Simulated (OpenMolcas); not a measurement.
# BSiN2H5 (SMILES N[SiH]1BN1): levels of theory compared

We compute a comparison of 6 runs (HF/STO-3G, B3LYP/cc-pVDZ, M06-2X/cc-pVDZ, TPSS/cc-pVDZ, revPBE/cc-pVDZ, CCSD(T)/cc-pVDZ) of BSiN2H5. 

The results are computed with OpenMolcas 26.06.

1 further run of the same task is left out (set aside as unsound or not needed).

### 1 Starting point

BSiN2H5: 9 atoms, total charge 0, spin state singlet. SMILES: `N[SiH]1BN1`. The N1–Si2 distance was set to 2.553 Å, away from the relaxed value. At this shape a bond of the SMILES string is far longer than usual.

Bond lengths: Si2–B3 1.914 Å, Si2–N4 1.755 Å, B3–N4 1.389 Å, N1–H5 1.006 Å, N1–H6 1.005 Å, Si2–H7 1.482 Å, B3–H8 1.190 Å, N4–H9 1.011 Å. Angles: Si2–B3–N4 61.8°, B3–Si2–N4 44.2°, Si2–N4–B3 74.0°, Si2–B3–H8 163.8°, N4–B3–H8 134.4°, B3–Si2–H7 127.1°, N4–Si2–H7 113.4°, Si2–N4–H9 150.8°, B3–N4–H9 135.2°, H5–N1–H6 112.9°. A long bond or contact: N1–Si2 2.553 Å.

### 2 A single-point energy at HF/STO-3G (run 1)

Contents of coord.xyz:

```xyz
9

N     -1.086148     2.294396     0.062051
Si     0.258900     0.175500     0.530500
B     -0.233900    -1.625800     0.110200
N      0.650500    -0.971600    -0.738400
H     -0.669648     3.209596     0.056751
H     -2.010148     2.283596    -0.333449
H      1.441200     0.620900     1.305200
H     -0.741300    -2.702400     0.114400
H      1.134000    -1.211600    -1.592900
```

Contents of job.input:

```
* BH5N2Si Hartree-Fock

&GATEWAY
 BasLib=$CurrDir
 Coord=coord.xyz
 Basis=STO-3G
 Group=NoSym

&SEWARD

&SCF
 Thresholds=1e-10 1e-07 1e-07 1e-05
 PrOrbitals=1 1
```

The basis set STO-3G is read from a file made from the Basis Set Exchange's data (not shown).

On the command line:

```console
$ export MOLCAS_MEM=1860
$ pymolcas job.input > job.log
```

The program printed:

```text
--- Start Module: gateway ---
[...]
--- Stop Module: gateway /rc=_RC_ALL_IS_WELL_ ---
--- Start Module: seward ---
[...]
      Basis functions           29
--- Stop Module: seward /rc=_RC_ALL_IS_WELL_ ---
--- Start Module: scf ---
[...]
       Convergence after  15 Iterations
[...]
::    Total SCF energy                               -420.1685502842
[...]
      Total spin, S                                     0.0000000000
[...]
      Total electronic charge=   38.000000
      Total            charge=   -0.000000
[...]
      Dipole Moment (debye):
      Origin of the operator (angstrom)=   -0.0317    0.1076    0.0851
                   X=  1.7045E+00               Y= -1.4943E+00               Z= -5.0656E-01           Total=  2.3227E+00
      Quadrupole Moment (debye*angstrom):
[...]
--- Stop Module: scf /rc=_RC_ALL_IS_WELL_ ---
[...]
```

It took 1.1 s on 1 thread of Intel Xeon 6975P-C (Granite Rapids), shared host; peak memory 0.37 GiB.

### 3 The energy at B3LYP/cc-pVDZ (run 2)

coord.xyz is that of step 2.

Contents of run.inp:

```
* BH5N2Si Kohn-Sham DFT
&gateway
baslib
$CurrDir
coord
coord.xyz
basis
cc-pVDZ
group
NoSym
&seward
gridinput
Grid=UltraFine
End of Grid
&scf
ksdft
B3LYP
thresholds
1e-10 1e-07 1e-07 1e-05
prorbitals
1 2
```

The basis set cc-pVDZ is read from a file made from the Basis Set Exchange's data (not shown).

On the command line:

```console
$ export MOLCAS_MEM=1860
$ pymolcas run.inp > run.log
```

The program printed:

```text
--- Start Module: gateway ---
[...]
--- Stop Module: gateway /rc=_RC_ALL_IS_WELL_ ---
--- Start Module: seward ---
[...]
      Basis functions           85
--- Stop Module: seward /rc=_RC_ALL_IS_WELL_ ---
[...]
--- Start Module: scf ---
[...]
       Convergence after  17 Iterations
[...]
::    Total KS-DFT energy                            -426.7853323926
[...]
      Total spin, S                                     0.0000000000
[...]
      Total electronic charge=   38.000000
      Total            charge=   -0.000000
[...]
      Dipole Moment (debye):
      Origin of the operator (angstrom)=   -0.0317    0.1076    0.0851
                   X=  1.7577E+00               Y= -1.6336E+00               Z= -1.2224E+00           Total=  2.6930E+00
      Quadrupole Moment (debye*angstrom):
[...]
--- Stop Module: scf /rc=_RC_ALL_IS_WELL_ ---
[...]
```

Run time: 23 s. Hardware: 1 thread of Intel Xeon 6975P-C (Granite Rapids), shared host; peak memory 0.47 GiB.

Run 3 isn't shown in full; the table further down has it.

### 4 The energy at TPSS/cc-pVDZ (run 4)

Contents of test.input:

```
&GATEWAY
BasLib=$CurrDir
Coord
9
angstrom
N       -1.086148       2.294396       0.062051
Si       0.258900       0.175500       0.530500
B       -0.233900      -1.625800       0.110200
N        0.650500      -0.971600      -0.738400
H       -0.669648       3.209596       0.056751
H       -2.010148       2.283596      -0.333449
H        1.441200       0.620900       1.305200
H       -0.741300      -2.702400       0.114400
H        1.134000      -1.211600      -1.592900
Basis=cc-pVDZ
Group=NoSym
&SEWARD
GridInput
Grid=UltraFine
End of Grid
&SCF
KSDFT=2
1.0 MGGA_X_TPSS
1.0 MGGA_C_TPSS
Thresholds=1e-10 1e-07 1e-07 1e-05
PrOrbitals=1
```

The basis set cc-pVDZ is read from a file made from the Basis Set Exchange's data (not shown).

On the command line:

```console
$ export MOLCAS_MEM=1860
$ pymolcas test.input > test.log
```

The program printed:

```text
--- Start Module: gateway ---
[...]
--- Stop Module: gateway /rc=_RC_ALL_IS_WELL_ ---
--- Start Module: seward ---
[...]
      Basis functions           85
--- Stop Module: seward /rc=_RC_ALL_IS_WELL_ ---
[...]
--- Start Module: scf ---
[...]
       Convergence after  20 Iterations
[...]
::    Total KS-DFT energy                            -426.8162654755
[...]
      Total spin, S                                     0.0000000000
[...]
      Total electronic charge=   38.000000
      Total            charge=   -0.000000
[...]
      Dipole Moment (debye):
      Origin of the operator (angstrom)=   -0.0317    0.1076    0.0851
                   X=  1.6791E+00               Y= -1.4951E+00               Z= -1.3237E+00           Total=  2.6090E+00
      Quadrupole Moment (debye*angstrom):
[...]
--- Stop Module: scf /rc=_RC_ALL_IS_WELL_ ---
[...]
```

It took 40 s on 1 thread of Intel Xeon 6975P-C (Granite Rapids), shared host; peak memory 0.47 GiB.

Run 5 isn't shown in full; the table further down has it.

### 5 A single-point energy at CCSD(T)/cc-pVDZ (run 6)

coord.xyz is that of step 3.

Contents of test.inp:

```
&GATEWAY
  BasLib=$CurrDir
  Coord=coord.xyz
  Basis=cc-pVDZ
  Group=NoSym

&SEWARD

&SCF
  Thresholds=1e-10 1e-07 1e-07 1e-05
  PrOrbitals=1

&RASSCF
  FileOrb=$Project.ScfOrb
  Spin=1
  Nactel=0 0 0
  Inactive=19
  Ras2=0
  OutOrbitals=Canonical
  OrbListing=NoCore

&MOTRA
  JobIph
  Frozen=8

&CCSDT
  CCT
  Triples=2
  Iterations=80
  Accuracy=1e-08
  Extrapolation=5 4
```

The basis set cc-pVDZ is read from a file made from the Basis Set Exchange's data (not shown).

On the command line:

```console
$ export MOLCAS_MEM=1860
$ pymolcas test.inp > test.log
```

The program printed:

```text
--- Start Module: gateway ---
[...]
--- Stop Module: gateway /rc=_RC_ALL_IS_WELL_ ---
[...]
      Basis functions           85
[...]
       Convergence after  16 Iterations
[...]
::    Total SCF energy                               -425.3196311123
[...]
      Total spin, S                                     0.0000000000
[...]
      Number of active orbitals                  0
[...]
      Spin quantum number                      0.0
[...]
      Active orbitals                            0
[...]
      Number of CSFs                             1
[...]
      Number of root(s) required                 1
[...]
      Convergence after  4 iterations
[...]
      Natural orbitals and occupation numbers for root  1
      ************************************************************************************************************************
      *                                                    Final results                                                     *
      ************************************************************************************************************************
[...]
::    RASSCF root number  1 Total energy:   -425.31963111
[...]
      Total electronic charge=   38.000000
      Total            charge=   -0.000000
[...]
      Dipole Moment (debye):
      Origin of the operator (angstrom)=   -0.0317    0.1076    0.0851
                   X=  2.0193E+00               Y= -2.2822E+00               Z= -9.3407E-01           Total=  3.1872E+00
      Quadrupole Moment (debye*angstrom):
[...]
--- Start Module: motra ---
[...]
      *** WARNING: Default frozen orbitals is overwritten by user input.
      *** Default values:   5
[...]
--- Stop Module: motra /rc=_RC_ALL_IS_WELL_ ---
--- Start Module: ccsdt ---
[...]
      Convergence after                    25  Iterations
      Total energy (diff) :    -425.88606469       0.00000000
[...]
 METHOD                       : CCSD+T(CCSD)+<T3(1)WT1> = CCSD(T)
[...]
       CCSD     =      -425.8860646913133
[...]
--- Stop Module: ccsdt /rc=_RC_ALL_IS_WELL_ ---
[...]
```

Run time: 41 s. Hardware: 1 thread of Intel Xeon 6975P-C (Granite Rapids), shared host; peak memory 0.47 GiB.

### 6 All runs side by side

| run | level | integration grid | frozen core orbitals | energy (Eh) | dipole moment (D) of the reference | HOMO energy (eV) | LUMO energy (eV) | wall time |
| --- | --- | --- | --- | --- | --- | --- | --- | --- |
| 1 | HF/STO-3G | – | – | -420.168550 | 2.32 | -5.94 | 5.02 | 1.1 s |
| 2 | B3LYP/cc-pVDZ | UltraFine | – | -426.785332 | 2.69 | -4.83 | -1.71 | 23 s |
| 3 | M06-2X/cc-pVDZ | UltraFine | – | -426.677533 | 2.94 | -6.48 | -0.61 | 31 s |
| 4 | TPSS/cc-pVDZ | UltraFine | – | -426.816265 | 2.61 | -3.77 | -2.25 | 40 s |
| 5 | revPBE/cc-pVDZ | UltraFine | – | -426.669730 | 2.58 | -3.65 | -2.33 | 26 s |
| 6 | CCSD(T)/cc-pVDZ | – | 8 | -425.906992 | 3.19 | -8.69 | 2.10 | 41 s |

### 7 Summary of results

| quantity | value |
| --- | --- |
| run 6: total energy | -425.90699 Eh |
| run 6: dipole moment (mean-field density) | 3.19 D |
| run 6: HOMO energy (Hartree–Fock orbitals) | -8.69 eV |
| run 6: LUMO energy (Hartree–Fock orbitals) | 2.10 eV |
| run 6: HOMO–LUMO gap (Hartree–Fock orbitals) | 10.79 eV |
| run 6: correlation energy (8 core orbitals frozen) | -587.4 mEh |
| run 6: (T) correction | -20.93 mEh |

What this shows: Over runs 1, 2, 3, 4, 5 the dipole moment (its size) runs from 2.32 D (HF/STO-3G) to 2.94 D (M06-2X/cc-pVDZ). The two ends differ in method and basis. Over runs 1, 2, 3, 4, 5 the HOMO–LUMO gap runs from 1.31 eV (revPBE/cc-pVDZ) to 10.96 eV (HF/STO-3G). Totals of different functionals can't be ranked against each other. In run 1 the basis is minimal, so the values are rough. All runs together took 2.7 min, the longest 41 s.
